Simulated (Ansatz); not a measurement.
**C3H3F5: one species, many methods**

The task here is to estimate one member of a computed series from the others.

The runs use Ansatz 0.2.0, Gaussian basis; functionals in def2-TZVPP, the program's frozen cores in correlated methods.

Levels to be run: LDA (SPW92), PBE-D4, revPBE-D4, BLYP-D4, r2SCAN-D4, B97M-V, PBE0-D4, B3LYP-D4, r2SCANh-D4, r2SCAN0-D4, HSE06-D4, BHLYP-D4, CAM-B3LYP-D4, LC-ωPBE, ωB97X-V, ωB97M-V, B2PLYP, PBE-QIDH; CCSD(T)/def2-SVP; MP2/def2-TZVPP; MP2/def2-QZVPP; RPA on PBE.

**The geometry**

The geometry comes from an earlier relaxation with PBE0-D4 in a triple-zeta def2 set; it is a stationary point, not always the lowest conformer.

SMILES `FCC(F)C(F)(F)F`, 11 atoms, charge 0, spin multiplicity 1.

Atoms are counted from 1 here; the program's logs count them from 0.

Bond lengths: F1–C2 1.374 Å, C2–C3 1.508 Å, C2–H9 1.093 Å, C2–H10 1.093 Å, C3–F4 1.369 Å, C3–C5 1.524 Å, C3–H11 1.095 Å, C5–F6 1.328 Å, C5–F7 1.335 Å, C5–F8 1.339 Å. Angles: F1–C2–C3 109.1°, F1–C2–H9 108.7°, F1–C2–H10 108.7°, C3–C2–H9 110.0°, C3–C2–H10 110.3°, H9–C2–H10 109.9°, C2–C3–F4 110.3°, C2–C3–C5 111.9°, C2–C3–H11 110.2°, F4–C3–C5 108.1°, F4–C3–H11 108.6°, C5–C3–H11 107.7°, C3–C5–F6 111.2°, C3–C5–F7 111.8°, C3–C5–F8 109.8°, F6–C5–F7 108.0°, F6–C5–F8 108.1°, F7–C5–F8 107.9°.

The first run:

Contents of in.yaml:

```yaml
crystal:
  periodic: [false, false, false]
  atoms:
    - {symbol: F, position_ang: [-0.899918, -2.106039, -0.801764]}
    - {symbol: C, position_ang: [-0.166859, -0.945643, -0.855288]}
    - {symbol: C, position_ang: [-0.435574, -0.134899, 0.387446]}
    - {symbol: F, position_ang: [-1.695354, 0.399404, 0.341759]}
    - {symbol: C, position_ang: [0.559047, 1.008945, 0.545241]}
    - {symbol: F, position_ang: [0.256663, 1.766139, 1.594020]}
    - {symbol: F, position_ang: [0.587654, 1.792588, -0.535017]}
    - {symbol: F, position_ang: [1.790052, 0.516250, 0.728688]}
    - {symbol: H, position_ang: [-0.466248, -0.381757, -1.742084]}
    - {symbol: H, position_ang: [0.893769, -1.202875, -0.918496]}
    - {symbol: H, position_ang: [-0.358031, -0.769112, 1.276297]}
basis:
  gaussian: {orbitals: def2-TZVPP}
hamiltonian: {xc: lda}
output: {orbitals: {seedname: orbitals}}
```

The run is started by

```bash
ansatz run in.yaml --threads 4 --pin off --events-out ev --progress --plain --max-ram 11315MiB
```

Among the steps run: LDA; PBE-D4 (GGA); revPBE-D4 (GGA); BLYP-D4 (GGA); r2SCAN-D4 (meta-GGA); B97M-V (meta-GGA); PBE0-D4 (hybrid); B3LYP-D4 (hybrid); r2SCANh-D4 (hybrid); r2SCAN0-D4 (hybrid); HSE06-D4 (hybrid); BHLYP-D4 (hybrid); CAM-B3LYP-D4 (range-separated); LC-ωPBE (range-separated); ωB97X-V (range-separated); ωB97M-V (range-separated); B2PLYP (double hybrid); PBE-QIDH (double hybrid).

One table of the session follows, with a row left open; its other results are not shown here.

It belongs to the step «Orbital energies across the functionals». 

| functional | HOMO (eV) | LUMO (eV) | gap (eV) |
| --- | --- | --- | --- |
| LDA (SPW92) | -8.50 | -0.20 | 8.30 |
| PBE-D4 | -8.29 | 0.14 | 8.43 |
| revPBE-D4 | -8.21 | 0.28 | 8.49 |
| BLYP-D4 | -8.26 | 0.22 | 8.49 |
| r2SCAN-D4 | -8.72 | 0.56 | 9.28 |
| B97M-V | -8.90 | 0.56 | 9.47 |
| PBE0-D4 | -10.14 | 1.29 | 11.43 |
| B3LYP-D4 | -9.92 | 0.94 | 10.86 |
| r2SCANh-D4 | -9.41 | 0.97 | 10.38 |
| r2SCAN0-D4 | ? | ? | ? |
| HSE06-D4 | -9.73 | 0.91 | 10.63 |
| BHLYP-D4 | -11.96 | 2.05 | 14.02 |
| CAM-B3LYP-D4 | -11.70 | 2.18 | 13.89 |
| LC-ωPBE | -12.95 | 3.56 | 16.51 |
| ωB97X-V | -12.64 | 3.38 | 16.02 |
| ωB97M-V | -12.57 | 2.94 | 15.50 |

Estimate the missing values for r2SCAN0-D4.

Worked estimate for «HOMO (eV)». Against the share of exact exchange, r2SCAN-D4 (0, -8.72), r2SCANh-D4 (0.1, -9.41) give a slope of -6.90 per unit share; at 0.25 the line stands at -10.44.

**Answer.** HOMO (eV): -10.43; LUMO (eV): 1.58; gap (eV): 12.01. In «HOMO (eV)» the line misses by -0.01.
